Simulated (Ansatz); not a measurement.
# ZnGa3: the cost of one run

Method: DFT r2SCAN, scalar-relativistic, plane waves, PAW, in Ansatz 0.2.0.

## 1. Starting point

It takes space group Pm-3m (No. 221, cubic). The conventional cell has a = 4.071 Å, b = 4.071 Å, c = 4.071 Å, α = 90.00°, β = 90.00°, γ = 90.00°. Zn (site symmetry m-3m) is surrounded by 12 Ga at 2.88 Å. Ga (site symmetry 4/mmm) has 4 Zn at 2.88 Å and 8 Ga at 2.88 Å as nearest neighbours.

Structure file:

```xyz
4
Lattice="4.0709 0.0000 0.0000 0.0000 4.0709 0.0000 0.0000 0.0000 4.0709" Properties=species:S:1:pos:R:3 pbc="T T T"
Zn    0.0000    0.0000    0.0000
Ga    0.0000    2.0354    2.0354
Ga    2.0354    0.0000    2.0354
Ga    2.0354    2.0354    0.0000
```

The structure comes from the Materials Project (structure only).

(A quick probe on a coarse mesh, which set the mesh and smearing, is not shown.)

## 3. Full relaxation

Contents of input.yaml:

```yaml
crystal:
  lattice:
    - [4.07086226, 0.0, 0.0]
    - [0.0, 4.07086226, 0.0]
    - [0.0, 0.0, 4.07086226]
  atoms:
    - { symbol: Zn, position: [0.0, 0.0, 0.0] }
    - { symbol: Ga, position: [0.0, 0.5, 0.5] }
    - { symbol: Ga, position: [0.5, 0.0, 0.5] }
    - { symbol: Ga, position: [0.5, 0.5, 0.0] }
basis:
  ecutwfc: 500
kpoints:
  mp_grid: { grid: [10, 10, 10] }
hamiltonian:
  xc: r2scan
scf:
  occupations: { method: gaussian, width: 0.1 }
output:
  forces: true
  stress: true
  eigenvalues: true
relax:
  adjacent_minimum: "off"
  f_tol: 0.005
  max_steps: 80
  cell: { stress_tol: 0.05 }
```

**Question.** How long does this run take on 1 thread of an Arm CPU, shared host, and how much memory does it need?

About 36 s, with a peak of 0.54 GiB.
